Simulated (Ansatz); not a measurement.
# C3H10OSi, SMILES COC(C)[SiH3]: a comparison of dispersion corrections

With the Python package of Ansatz (0.2.0).

Run as a notebook:

```python
import ansatz as az
```

```python
SETTINGS = {
    "basis_set": "def2-SVP",
}
```

```python
geometry_ang = [
    ("C", (-1.4215, -1.335, 0.9352)),
    ("O", (-0.2282, -1.205, 0.2396)),
    ("C", (0.2563, 0.1488, 0.1455)),
    ("C", (1.891, 0.0167, 0.1596)),
    ("Si", (-0.3196, 1.1943, -1.3331)),
    ("H", (-1.3613, -0.9378, 1.9575)),
    ("H", (-1.7547, -2.3359, 0.935)),
    ("H", (-2.201, -0.6865, 0.4076)),
    ("H", (0.0161, 0.7032, 1.1168)),
    ("H", (2.145, -0.5578, 1.0675)),
    ("H", (2.1561, -0.5534, -0.6917)),
    ("H", (2.338, 0.9875, 0.1923)),
    ("H", (0.231, 2.5863, -1.2566)),
    ("H", (0.0335, 0.5927, -2.5946)),
    ("H", (-1.8026, 1.331, -1.2512)),
]
c3h10osi = az.Crystal.molecule()
for symbol, xyz in geometry_ang:
    c3h10osi = c3h10osi.atom(symbol, xyz)
```

```python
base = (
    c3h10osi.calculation()
    .basis(gaussian=SETTINGS["basis_set"])
)
for name in ["r2scan", "pbe"]:
    for correction in ("d3bj", "d4"):
        data = base.functional(name, dispersion=correction).run(threads=1).report
        print(f"{name:8s} {correction:5s} total {data['free_energy_ev']:.5f} eV, of which dispersion {1000 * data['dispersion']['energy']['ev']:.2f} meV")
```

    DeckWarning: the engine holds no damping parameters fitted to this dispersion correction and functional, so the run takes those fitted to r2scan beside the three-body term, which d3bj leaves out (hamiltonian.dispersion, under Limitations)
    r2scan   d3bj  total -13187.42815 eV, of which dispersion -90.02 meV
    r2scan   d4    total -13187.41589 eV, of which dispersion -77.76 meV
    pbe      d3bj  total -13180.45544 eV, of which dispersion -305.43 meV
    pbe      d4    total -13180.44481 eV, of which dispersion -294.80 meV

What to keep in mind:
- The settings weren't tested for convergence.
- Warnings are shown shortened and without file and line.
- The geometry is a force-field or estimated start, not a minimum of this method, and the basis set is short of its limit. D4 holds the three-body term, and d3bj doesn't.
- A dispersion term here runs with damping parameters fitted for another variant or functional.
- Hardware and time: 18 s on 1 thread of AMD EPYC 7B13 (Zen 3) (shared host), peak memory 0.25 GiB.
